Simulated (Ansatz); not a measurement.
# GeHF: basis-set convergence

Aim: see how fast density functionals converge with the basis set for GeHF.

Program: Ansatz 0.2.0, Gaussian basis. Level of theory: one geometry, several basis sets. These are calculated values, not measurements.

Levels to be run: PBE0-D4/def2-SVP; ωB97M-V/def2-SVP; PBE0-D4/def2-QZVPP; ωB97M-V/def2-QZVPP; the functionals' def2-TZVPP values are taken from earlier runs.

**1. The geometry**

The geometry comes from an earlier relaxation with PBE0-D4 in a triple-zeta def2 set; it is a stationary point.

3 atoms, charge 0, spin multiplicity 1.

Atoms are counted from 1 here; the program's logs count them from 0.

Bond lengths: F1–Ge2 1.757 Å, Ge2–H3 1.609 Å. Angles: F1–Ge2–H3 94.2°.

Coordinates:

```xyz
3
FGeH
F     0.67210    1.01263    0.46970
Ge   -0.65786    0.19524   -0.33560
H    -0.02524   -1.27267   -0.14740
```

**2. PBE0-D4 in def2-SVP**

File in.yaml:

```yaml
crystal:
  periodic: [false, false, false]
  atoms:
    - {symbol: F, position_ang: [0.672104, 1.012635, 0.469698]}
    - {symbol: Ge, position_ang: [-0.657860, 0.195237, -0.335600]}
    - {symbol: H, position_ang: [-0.025244, -1.272673, -0.147399]}
basis:
  gaussian: {orbitals: def2-SVP}
hamiltonian: {xc: pbe0, dispersion: d4}
output: {orbitals: {seedname: orbitals}}
```

Launch:

```
> ansatz run in.yaml --threads 2 --pin off --events-out ev --progress --plain --max-ram 31744MiB --backend cpu
```

The runs that follow: ωB97M-V in def2-SVP; PBE0-D4 in def2-QZVPP; ωB97M-V in def2-QZVPP.

Q: Predict the results of all the runs planned. Wanted: PBE0-D4: double and triple zeta above quadruple; ωB97M-V: double and triple zeta above quadruple.

**Answer**, as computed:

| quantity | value |
| --- | --- |
| PBE0-D4: double and triple zeta above quadruple | 12.04, 1.40 eV |
| ωB97M-V: double and triple zeta above quadruple | 12.06, 1.36 eV |

**Reading.** For PBE0-D4 the step from double to triple zeta gains 10.64 eV and the next only 1.40 eV. These are total energies; as a rule much of such shifts cancels in differences, which this series doesn't test.
